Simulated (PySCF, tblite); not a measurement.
# C₅H₁₁NO₃Si: geometry, infrared bands and NMR shifts

Wanted: the infrared bands and NMR shifts of C₅H₁₁NO₃Si (`CCO[C@@H]1C[Si@H](C(N)=O)O1`), by calculation.

Programs: tblite 0.8.0 and PySCF 2.14.0, with density-fitted response routines of our own. Each step states its level of theory. These are calculated values for one molecule in the gas phase, unless marked as measured. Atoms are numbered from 0 throughout.

## (1) The molecule as given

21 atoms, charge 0, multiplicity 1; geometry from: force field or distance geometry start.

Bonds of the start (Å): C0–C1 1.50, C1–O2 1.45, O2–C3 1.43, C3–C4 1.56, C4–Si5 1.87, Si5–C6 1.90, C6–N7 1.37, C6–O8 1.23, Si5–O9 1.67, O9–C3 1.45, C0–H10 1.09, C0–H11 1.10, C0–H12 1.10, C1–H13 1.09, C1–H14 1.08, C3–H15 1.11, C4–H16 1.09, C4–H17 1.09, Si5–H18 1.49, N7–H19 1.01, N7–H20 1.03.

## (2) Relaxing the molecule with GFN2-xTB

Job settings and geometry (Å):

```
{"job": {"kind": "relax", "xc": "GFN2-xTB", "basis": "xTB"}, "charge": 0, "multiplicity": 1}
C     -2.240100     1.858300    -0.444900
C     -1.969000     0.378300    -0.415800
O     -0.810900     0.147700     0.421700
C     -0.417100    -1.227000     0.537000
C      0.772700    -1.493400     1.516700
Si     1.755100    -1.547800    -0.070800
C      2.568500     0.106800    -0.527800
N      1.820600     1.251800    -0.543400
O      3.770300     0.099200    -0.776800
O      0.205000    -1.758500    -0.654200
H     -1.393000     2.406600    -0.848400
H     -2.429800     2.242600     0.567400
H     -3.129800     2.076500    -1.052600
H     -2.818000    -0.164300     0.008200
H     -1.767800     0.011300    -1.414600
H     -1.289000    -1.847400     0.831600
H      1.007400    -0.672100     2.199700
H      0.711800    -2.440200     2.058200
H      2.559300    -2.786500    -0.231300
H      2.265500     2.122100    -0.788300
H      0.819500     1.252800    -0.316300
```

Command:

```sh
> OMP_NUM_THREADS=1 python probes_run.py task.json out
```

The driver reads the jobs from task.json and runs them one after another.

**Question.** This job is followed by: GFN2-xTB harmonic vibrations, gas phase; GIAO PBE0/pcSseg-1 NMR shielding, non-relativistic, gas phase. Predict these results of the whole session: strongest single infrared mode (GFN2-xTB); zero-point energy (GFN2-xTB); 13C shifts against TMS (PBE0/pcSseg-1); 1H shifts against TMS (PBE0/pcSseg-1, means over atoms taken as alike); 17O shifts against H2O (PBE0/pcSseg-1); 29Si shifts against TMS (PBE0/pcSseg-1); 15N shifts against NH3 (PBE0/pcSseg-1).

**Answer**, as computed:

```
                                                              quantity                                               value
                             strongest single infrared mode (GFN2-xTB)                               1719 cm⁻¹, 446 km/mol
                                          zero-point energy (GFN2-xTB)                                      101.2 kcal/mol
                                13C shifts against TMS (PBE0/pcSseg-1)                  179.6, 106.7, 65.6, 29.3, 17.4 ppm
1H shifts against TMS (PBE0/pcSseg-1, means over atoms taken as alike)  6.49, 5.71, 5.36, 4.34, 3.53, 2.49, 1.86, 1.39 ppm
                                17O shifts against H2O (PBE0/pcSseg-1)                             486.7, 124.3, 123.3 ppm
                               29Si shifts against TMS (PBE0/pcSseg-1)                                             4.7 ppm
                                15N shifts against NH3 (PBE0/pcSseg-1)                                           136.8 ppm
```

In words: Relaxing lowered the energy by 0.394 eV in 69 steps; the close pair that moved most is O2–C3, from 1.435 to 1.385 Å. No mode is imaginary among the 57: a minimum at this level. The strongest single mode, at 1719 cm⁻¹, moves mainly C6 and O8. Unscaled tight-binding wavenumbers are off by several per cent, some by more. Its intensities can rank the bands wrongly. At PBE0/pcSseg-1: The largest span, 879 ppm, is at O8, where the paramagnetic term is -546 ppm.
